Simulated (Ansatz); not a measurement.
# CuRu2: the cost of one run

Program: Ansatz 0.2.0. Level of theory: DFT PBE, scalar-relativistic, plane waves, PAW. These are calculated values, not measurements.

### Step 1. Starting point

The structure is tetragonal, space group P4/mmm (No. 123). The conventional cell has a = 4.790 Å, b = 4.790 Å, c = 2.342 Å, α = 90.00°, β = 90.00°, γ = 90.00°. Cu (site symmetry 4/mmm) is surrounded by 2 Cu at 2.34 Å and 4 Ru at 2.39 Å. Around Ru (site symmetry mmm) lie 2 Ru at 2.34 Å and 2 Cu at 2.39 Å.

As a file:

```
Cu Ru
1.0
     4.78981    0.00000    0.00000
     0.00000    4.78981    0.00000
     0.00000    0.00000    2.34223
Cu Ru
1 2
Direct
  0.00000 0.00000 0.50000
  0.50000 0.00000 0.50000
  0.00000 0.50000 0.50000
```

The cell was relaxed beforehand at this level, from a generated guess; it needn't be the stable form of this composition. At a tolerance of 0.05 Å it has space group P4/mmm (No. 123); it has 17.91 Å³/atom, an uncorrected energy of +1.61 eV/atom over the elements.

### Step 2. Bands, states and charges

input.yaml

```yaml
crystal:
  lattice:
    - [4.7898090579, 0.0, 0.0]
    - [0.0, 4.7898090579, 0.0]
    - [0.0, 0.0, 2.3422302164]
  atoms:
    - { symbol: Cu, position: [0.0, 0.0, 0.5] }
    - { symbol: Ru, position: [0.5, 0.0, 0.5] }
    - { symbol: Ru, position: [0.0, 0.5, 0.5] }
basis:
  ecutwfc: 420
kpoints:
  mp_grid: { grid: [10, 10, 20] }
  band_path:
    path:
      - [[0.0, 0.0, 0.0], [0.0, 0.5, 0.0], [0.5, 0.5, 0.0], [0.0, 0.0, 0.0], [0.0, 0.0, 0.5], [0.0, 0.5, 0.5], [0.5, 0.5, 0.5], [0.0, 0.0, 0.5]]
      - [[0.0, 0.5, 0.0], [0.0, 0.5, 0.5]]
      - [[0.5, 0.5, 0.0], [0.5, 0.5, 0.5]]
    npoints: 14
hamiltonian:
  xc: pbe
scf:
  occupations: { method: gaussian, width: 0.1 }
  n_extra_bands: 7
output:
  forces: true
  stress: true
  eigenvalues: true
  populations: true
  dos: { projected: true, de: 0.02, nscf_kmesh: { grid: [12, 12, 24] } }
  bader: true
  write_density: true
  write_potential: true
  elf: true
  volumetric_format: npy
```

Run with:

```console
$ ansatz run input.yaml --threads 1 --pin off --max-ram 2560MiB --backend cpu --events-out ev --progress --plain --runs-dir out
```

Q: Estimate wall time and peak memory on 1 thread of Arm Neoverse V2, shared host.

About 67 s, with a peak of 0.66 GiB.
